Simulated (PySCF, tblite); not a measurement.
# CH₁₀N₂OSi₃: geometry, infrared bands and NMR shifts

What infrared bands and NMR shifts should CH₁₀N₂OSi₃ (`C=NN[SiH2][SiH2]O[SiH3]`) show?

Computed with tblite 0.8.0 and PySCF 2.14.0, with density-fitted response routines of our own, on a single molecule in the gas phase. Atoms are numbered from 0 throughout.

## Step 1: Starting geometry

17 atoms, charge 0, multiplicity 1; geometry from: force field or distance geometry start.

Bonds of the start (Å): C0–N1 1.30, N1–N2 1.40, N2–Si3 1.82, Si3–Si4 2.21, Si4–O5 1.71, O5–Si6 1.70, C0–H7 1.09, C0–H8 1.10, N2–H9 1.04, Si3–H10 1.47, Si3–H11 1.46, Si4–H12 1.48, Si4–H13 1.48, Si6–H14 1.46, Si6–H15 1.49, Si6–H16 1.48.

## Step 2: Geometry optimisation with GFN2-xTB

What the job is given:

```
{"job": {"kind": "relax", "xc": "GFN2-xTB", "basis": "xTB"}, "charge": 0, "multiplicity": 1}
C      3.737000    -1.130200    -0.190200
N      2.814600    -0.241500    -0.438900
N      2.030100     0.225500     0.619600
Si     0.430600     0.949900     0.137400
Si    -0.972200    -0.567300    -0.648700
O     -2.298000    -0.747100     0.414400
Si    -3.509700     0.425000     0.202300
H      4.322300    -1.449300    -1.050900
H      3.918200    -1.536200     0.810600
H      2.296200     0.186600     1.626300
H      0.743500     1.908000    -0.930400
H     -0.079600     1.649800     1.312100
H     -1.442500    -0.128700    -1.977300
H     -0.256900    -1.854400    -0.741600
H     -4.228600     0.320800    -1.065800
H     -3.013800     1.811800     0.396300
H     -4.498100     0.189400     1.276900
```

Command:

```console
$ OMP_NUM_THREADS=1 python probes_run.py task.json out
```

One launch serves the whole session: the jobs run in the order shown.

Log:

```text
step      E/eV     max force
  0    -609.05950    2.898
  1    -609.36163    2.046
  2    -609.51258    0.827
  3    -609.57962    0.719
  4    -609.70219    0.872
  5    -609.75817    0.511
  6    -609.79234    0.456
  7    -609.82597    0.445
  8    -609.85706    0.468
  9    -609.88736    0.449
 10    -609.91300    0.468
 11    -609.93753    0.369
 12    -609.95863    0.351
 13    -609.97132    0.209
 14    -609.97882    0.222
 15    -609.98482    0.193
 16    -609.98981    0.207
 17    -609.99457    0.156
 18    -609.99943    0.180
 19    -610.00624    0.208
 20    -610.01783    0.375
 21    -610.03392    0.410
 22    -610.04700    0.263
 23    -610.05410    0.167
 24    -610.05823    0.133
 25    -610.06219    0.171
 26    -610.06842    0.202
 27    -610.07649    0.213
 28    -610.08363    0.191
 29    -610.08835    0.154
 30    -610.09179    0.146
 31    -610.09368    0.216
 32    -610.09650    0.144
 33    -610.09915    0.090
 34    -610.10172    0.140
 35    -610.10430    0.154
 36    -610.10650    0.114
 37    -610.10836    0.087
 38    -610.10995    0.085
 39    -610.11150    0.086
 40    -610.11309    0.107
 41    -610.11475    0.135
 42    -610.11650    0.129
 43    -610.11800    0.116
 44    -610.11819    0.145
 45    -610.12017    0.085
 46    -610.12124    0.074
 47    -610.12296    0.092
 48    -610.12450    0.107
 49    -610.12618    0.095
 50    -610.12751    0.085
 51    -610.12865    0.092
 52    -610.12960    0.085
 53    -610.13043    0.079
 54    -610.13126    0.112
 55    -610.13236    0.090
 56    -610.13429    0.126
 57    -610.13543    0.116
 58    -610.13689    0.104
 59    -610.13802    0.081
 60    -610.13889    0.061
 61    -610.13961    0.060
 62    -610.14031    0.067
 63    -610.14108    0.105
 64    -610.14164    0.104
 65    -610.14250    0.088
 66    -610.14321    0.074
 67    -610.14417    0.074
 68    -610.14466    0.073
 69    -610.14553    0.088
 70    -610.14633    0.076
 71    -610.14743    0.065
 72    -610.14850    0.069
 73    -610.14918    0.067
 74    -610.14962    0.072
 75    -610.15004    0.048
 76    -610.15083    0.058
 77    -610.15164    0.076
 78    -610.15312    0.076
 79    -610.15435    0.070
 80    -610.15521    0.071
 81    -610.15567    0.061
 82    -610.15601    0.071
 83    -610.15650    0.056
 84    -610.15723    0.067
 85    -610.15816    0.070
 86    -610.15911    0.079
 87    -610.16024    0.085
 88    -610.16110    0.070
 89    -610.16167    0.067
 90    -610.16215    0.057
 91    -610.16285    0.076
 92    -610.16384    0.077
 93    -610.16473    0.063
 94    -610.16526    0.104
 95    -610.16589    0.047
 96    -610.16638    0.040
 97    -610.16680    0.050
 98    -610.16711    0.043
 99    -610.16745    0.037
100    -610.16775    0.037
101    -610.16817    0.049
102    -610.16873    0.051
103    -610.16931    0.055
104    -610.16982    0.050
105    -610.17019    0.034
106    -610.17046    0.039
107    -610.17069    0.036
108    -610.17093    0.048
109    -610.17117    0.058
110    -610.17156    0.065
111    -610.17217    0.047
112    -610.17255    0.038
113    -610.17278    0.039
114    -610.17309    0.042
115    -610.17350    0.050
116    -610.17423    0.062
117    -610.17503    0.069
118    -610.17572    0.068
119    -610.17630    0.064
120    -610.17686    0.057
121    -610.17731    0.063
122    -610.17772    0.063
123    -610.17817    0.039
124    -610.17854    0.049
125    -610.17905    0.045
126    -610.17940    0.040
127    -610.17964    0.031
128    -610.17980    0.026
129    -610.17993    0.028
130    -610.18005    0.030
131    -610.18018    0.034
132    -610.18035    0.051
133    -610.18055    0.036
134    -610.18076    0.040
135    -610.18090    0.031
136    -610.18097    0.029
137    -610.18107    0.024
138    -610.18118    0.020
139    -610.18128    0.028
140    -610.18141    0.027
141    -610.18152    0.026
142    -610.18158    0.021
143    -610.18162    0.021
144    -610.18167    0.020
145    -610.18175    0.027
146    -610.18188    0.023
147    -610.18196    0.017
148    -610.18200    0.011
149    -610.18202    0.011
150    -610.18205    0.013
151    -610.18209    0.019
152    -610.18215    0.026
153    -610.18224    0.027
154    -610.18234    0.026
155    -610.18241    0.020
156    -610.18246    0.017
157    -610.18251    0.017
158    -610.18255    0.015
159    -610.18259    0.014
160    -610.18263    0.016
161    -610.18268    0.018
162    -610.18273    0.022
163    -610.18278    0.025
164    -610.18282    0.022
165    -610.18287    0.026
166    -610.18291    0.017
167    -610.18296    0.024
168    -610.18299    0.014
169    -610.18302    0.012
170    -610.18305    0.015
171    -610.18309    0.019
172    -610.18315    0.024
173    -610.18324    0.026
174    -610.18336    0.024
175    -610.18348    0.031
176    -610.18359    0.023
177    -610.18369    0.025
178    -610.18378    0.025
179    -610.18387    0.025
180    -610.18396    0.018
181    -610.18402    0.016
182    -610.18407    0.017
183    -610.18413    0.023
184    -610.18419    0.025
185    -610.18425    0.019
186    -610.18429    0.014
187    -610.18431    0.012
188    -610.18433    0.009
```

It took 1.4 s on 1 thread of Arm Neoverse V2, shared host; peak memory 0.18 GiB.

Along the way: (not every step is listed)

| step | energy from step 0 (eV) | largest force (eV/Å) |
| --- | --- | --- |
| 0 | 0.0000 | 2.8977 |
| 1 | -0.3021 | 2.0455 |
| 2 | -0.4531 | 0.8272 |
| 3 | -0.5201 | 0.7193 |
| 4 | -0.6427 | 0.8722 |
| 5 | -0.6987 | 0.5112 |
| 6 | -0.7328 | 0.4558 |
| 7 | -0.7665 | 0.4453 |
| 8 | -0.7976 | 0.4682 |
| 25 | -1.0027 | 0.1710 |
| 42 | -1.0570 | 0.1293 |
| 59 | -1.0785 | 0.0810 |
| 76 | -1.0913 | 0.0584 |
| 93 | -1.1052 | 0.0626 |
| 110 | -1.1121 | 0.0652 |
| 127 | -1.1201 | 0.0314 |
| 144 | -1.1222 | 0.0200 |
| 161 | -1.1232 | 0.0176 |
| 178 | -1.1243 | 0.0247 |
| 183 | -1.1246 | 0.0234 |
| 184 | -1.1247 | 0.0247 |
| 185 | -1.1248 | 0.0190 |
| 186 | -1.1248 | 0.0144 |
| 187 | -1.1248 | 0.0117 |
| 188 | -1.1248 | 0.0085 |

Close pairs (by a distance rule), those that changed most:

| bond | before (Å) | after (Å) | change (Å) |
| --- | --- | --- | --- |
| O5–Si6 | 1.699 | 1.612 | -0.087 |
| Si3–Si4 | 2.211 | 2.296 | +0.085 |
| N2–Si3 | 1.821 | 1.742 | -0.079 |
| Si4–O5 | 1.709 | 1.630 | -0.079 |
| N1–N2 | 1.398 | 1.335 | -0.063 |
| C0–N1 | 1.305 | 1.263 | -0.042 |
| Si6–H15 | 1.486 | 1.464 | -0.022 |
| N2–H9 | 1.042 | 1.021 | -0.021 |

The final coordinates are the input of the step that follows.

## Step 3: Vibrational analysis with GFN2-xTB

What the job is given:

```
{"job": {"kind": "ir", "xc": "GFN2-xTB", "basis": "xTB"}, "charge": 0, "multiplicity": 1}
C      3.543774    -1.263035    -0.283942
N      2.371498    -0.803735    -0.188655
N      2.141373     0.377125     0.389391
Si     0.511111     0.958628     0.588304
Si    -0.754662    -0.566938    -0.569710
O     -2.303131    -0.070846    -0.451754
Si    -3.747251     0.527093    -0.056044
H      3.670980    -2.215423    -0.765025
H      4.430419    -0.747048     0.093113
H      2.959551     0.870263     0.749525
H      0.557674     2.356832     0.114980
H      0.285912     1.093139     2.043730
H     -0.525006    -0.628450    -2.018339
H     -0.763362    -1.933826    -0.034320
H     -4.567816     0.433615    -1.260690
H     -3.543252     1.913711     0.365565
H     -4.274812    -0.289076     1.035910
```

Log:

```text
mode    cm-1     km/mol
  1     -25.0      0.02
  2      16.1      0.50
  3      23.0      0.53
  4      28.6      1.48
  5      48.6      0.64
  6      57.2      1.88
  7     125.5     15.04
  8     161.7      7.57
  9     247.3      5.10
 10     358.1     47.45
 11     454.7     21.02
 12     461.5      2.91
 13     475.0      1.25
 14     550.2      2.10
 15     570.9     62.97
 16     597.7     35.09
 17     602.6     33.60
 18     621.1     55.33
 19     653.3     42.80
 20     669.1    887.03
 21     737.7     16.43
 22     747.2    169.94
 23     773.4    132.39
 24     782.0    193.24
 25     786.7    470.61
 26     822.5    338.10
 27     829.2     19.58
 28     851.6    195.33
 29     888.4      9.91
 30    1088.1     64.05
 31    1106.7    738.76
 32    1213.3    209.90
 33    1352.7     12.93
 34    1408.3     60.45
 35    1697.6     76.75
 36    2101.4    309.29
 37    2146.0    133.83
 38    2178.3    462.03
 39    2202.6    160.51
 40    2241.6    410.14
 41    2260.0    404.35
 42    2279.6    145.60
 43    2909.8    112.44
 44    3134.3     14.99
 45    3217.9     31.81
```

Wall time 0.66 s (1 thread of Arm Neoverse V2, shared host); peak memory 0.18 GiB.

The strongest bands and the atoms that carry them (share of the mass-weighted mode):

| cm⁻¹ | km/mol | atoms |
| --- | --- | --- |
| 669 | 887.0 | H10 32 %, H11 31 %, H12 11 % |
| 787 | 470.6 | H13 27 %, H12 27 %, H16 18 % |
| 822 | 338.1 | H15 22 %, H16 21 %, H14 20 %, Si6 11 % |
| 1107 | 738.8 | O5 79 %, Si6 11 % |
| 2101 | 309.3 | H11 67 %, H10 27 % |
| 2178 | 462.0 | H13 47 %, H12 46 % |
| 2242 | 410.1 | H15 83 %, H16 10 % |
| 2260 | 404.4 | H16 64 %, H14 26 % |

## Step 4: NMR shieldings: PBE0/pcSseg-1

Same as in step 3 but for these lines:

```diff
@@ -1,2 +1,2 @@
-{"job": {"kind": "ir", "xc": "GFN2-xTB", "basis": "xTB"}, "charge": 0, "multiplicity": 1}
+{"job": {"kind": "nmr", "xc": "PBE0", "basis": "pcSseg-1"}, "charge": 0, "multiplicity": 1}
 C      3.543774    -1.263035    -0.283942
```

Level: GIAO PBE0/pcSseg-1 NMR shielding, non-relativistic, gas phase.

Log:

```text
coarse grid: 15368 points
cycle   1  E = -1096.5115767130  dE =  7.202e-01  |g| = 7.990e-01  |ddm| = 3.771e+00
cycle   2  E = -1096.3064942716  dE =  2.051e-01  |g| = 1.305e+00  |ddm| = 1.743e+00
cycle   3  E = -1096.6238752355  dE = -3.174e-01  |g| = 1.057e-01  |ddm| = 1.286e+00
cycle   4  E = -1096.6258656212  dE = -1.990e-03  |g| = 4.149e-02  |ddm| = 1.333e-01
cycle   5  E = -1096.6262033597  dE = -3.377e-04  |g| = 1.615e-02  |ddm| = 4.817e-02
cycle   6  E = -1096.6262503396  dE = -4.698e-05  |g| = 6.248e-03  |ddm| = 1.639e-02
cycle   7  E = -1096.6262597151  dE = -9.375e-06  |g| = 1.002e-03  |ddm| = 5.126e-03
final grid: 133904 points
cycle   8  E = -1096.6713093892  dE = -1.563e-05  |g| = 8.548e-03  |ddm| = 1.667e-02
cycle   9  E = -1096.6712947232  dE =  1.467e-05  |g| = 1.232e-02  |ddm| = 1.608e-02
cycle  10  E = -1096.6713229228  dE = -2.820e-05  |g| = 1.490e-03  |ddm| = 9.910e-03
cycle  11  E = -1096.6713234039  dE = -4.811e-07  |g| = 3.412e-04  |ddm| = 1.310e-03
cycle  12  E = -1096.6713234261  dE = -2.218e-08  |g| = 1.482e-04  |ddm| = 3.395e-04
cycle  13  E = -1096.6713234307  dE = -4.607e-09  |g| = 2.622e-05  |ddm| = 1.418e-04
cycle  14  E = -1096.6713234308  dE = -1.478e-10  |g| = 3.870e-06  |ddm| = 2.547e-05
converged SCF energy = -1096.6713234308

GIAO shielding tensors (ppm)
atom      isotropic    diamagn.    paramagn.     s11        s22        s33       span
  0 C       64.047     252.187    -188.141    -30.716    101.445    121.411    152.128
  1 N     -126.021     328.469    -454.490   -432.897   -139.086    193.919    626.817
  2 N      133.679     321.862    -188.184     49.523    123.741    227.772    178.249
  3 Si     401.712     880.980    -479.268    363.219    370.468    471.448    108.229
  4 Si     383.982     878.742    -494.760    335.923    356.915    459.107    123.184
  5 O      342.438     398.485     -56.047    235.996    389.842    401.477    165.481
  6 Si     393.859     879.907    -486.048    355.630    359.814    466.132    110.502
  7 H       26.055      30.092      -4.038     24.121     24.473     29.570      5.449
  8 H       25.294      29.211      -3.917     22.163     25.041     28.678      6.515
  9 H       27.016      32.842      -5.826     22.486     26.727     31.835      9.349
 10 H       26.488      30.451      -3.962     23.124     25.594     30.747      7.623
 11 H       26.475      30.548      -4.073     22.974     25.519     30.933      7.959
 12 H       26.003      29.460      -3.457     22.196     25.608     30.206      8.010
 13 H       25.967      29.650      -3.683     22.061     25.675     30.166      8.105
 14 H       26.654      27.848      -1.194     23.203     24.941     31.818      8.615
 15 H       26.763      29.551      -2.788     23.195     25.679     31.416      8.222
 16 H       26.658      28.692      -2.033     23.271     25.072     31.631      8.360
```

Wall time 29 s (1 thread of Arm Neoverse V2, shared host); peak memory 0.83 GiB.

The references, computed at this level on geometries of the same kind, shield at (ppm): ¹H TMS 31.72, ¹³C TMS 186.9, ²⁹Si TMS 349.2, ¹⁵N NH3 267.7, ¹⁷O H2O 336.1. Their shielding less the atom's gives the shift. The references are single molecules in the gas phase, so shifts against H2O, NH3, PH3, H3PO4 or CFCl3 are not on the usual liquid scales and can be off by tens of ppm. Atoms listed in one row are averaged.

| atoms | environment | σ (ppm) | δ (ppm) | δ scaled to CDCl3 |
| --- | --- | --- | --- | --- |
| C0 | C=N carbon | 64.0 | 122.9 | 118.0 |
| H8 | hydrogen on a C=N carbon | 25.29 | 6.42 | 6.16 |
| H12, H13 | hydrogen on a silicon bonded to O, Si | 25.99 | 5.73 | – |
| H7 | hydrogen on a C=N carbon | 26.05 | 5.66 | 5.44 |
| H10, H11 | hydrogen on a silicon bonded to N, Si | 26.48 | 5.24 | – |
| H14, H15, H16 | hydrogen on a silicon bonded to O | 26.69 | 5.03 | – |
| H9 | hydrogen on a nitrogen bonded to N, Si | 27.02 | 4.70 | – |
| N1 | imine nitrogen | -126.0 | 393.8 | – |
| N2 | nitrogen bonded to N, Si, H | 133.7 | 134.1 | – |
| Si4 | silicon bonded to O, Si, 2 H | 384.0 | -34.8 | – |
| Si6 | silicon bonded to O, 3 H | 393.9 | -44.7 | – |
| Si3 | silicon bonded to N, Si, 2 H | 401.7 | -52.6 | – |
| O5 | oxygen bonded to 2 Si | 342.4 | -6.4 | – |

The scaled column applies a straight-line fit of computed shieldings to shifts measured in CDCl3 (root-mean-square error 0.16 ppm for H, 1.9 ppm for C).

The run also stored atomic charges by several schemes (e):

| atoms | Mulliken | IAO | Hirshfeld | ESP fit |
| --- | --- | --- | --- | --- |
| C0 | -0.05 | -0.23 | -0.06 | -0.21 |
| N1 | -0.22 | -0.14 | -0.08 | -0.19 |
| N2 | -0.45 | -0.50 | -0.17 | -0.28 |
| Si3 | 0.47 | 0.57 | 0.28 | 0.34 |
| Si4 | 0.61 | 0.75 | 0.32 | 0.33 |
| O5 | -0.72 | -0.90 | -0.31 | -0.34 |
| Si6 | 0.74 | 0.89 | 0.39 | 0.57 |

Mayer bond orders: C0–N1 1.84, N1–N2 1.08, N2–Si3 0.88, Si3–Si4 0.92, Si4–O5 0.89, O5–Si6 0.95.

## Step 5: Outcome

| quantity | value |
| --- | --- |
| strongest single infrared mode (GFN2-xTB) | 669 cm⁻¹, 887 km/mol |
| zero-point energy (GFN2-xTB) | 66.4 kcal/mol |
| ¹³C shifts against TMS (PBE0/pcSseg-1) | 122.9 ppm |
| ¹H shifts against TMS (PBE0/pcSseg-1, means over atoms taken as alike) | 6.42, 5.73, 5.66, 5.24, 5.03, 4.70 ppm |
| ¹⁵N shifts against NH3 (PBE0/pcSseg-1) | 393.8, 134.1 ppm |
| ²⁹Si shifts against TMS (PBE0/pcSseg-1) | -34.8, -44.7, -52.6 ppm |
| ¹⁷O shifts against H2O (PBE0/pcSseg-1) | -6.4 ppm |

In words: The optimisation took 188 steps and gained 1.125 eV; among the close pairs (by a distance rule), O5–Si6 changed most, from 1.699 to 1.612 Å. The lowest mode is imaginary (25i cm⁻¹), so the xTB geometry is not a minimum. The strongest single mode, at 669 cm⁻¹, is carried by H10, H11, H12. GFN2-xTB is a fitted tight-binding method: band positions and strengths are rough. Its intensities can rank the bands wrongly. At PBE0/pcSseg-1: Shielding is most anisotropic at N1 (span 627 ppm, paramagnetic term -454 ppm).
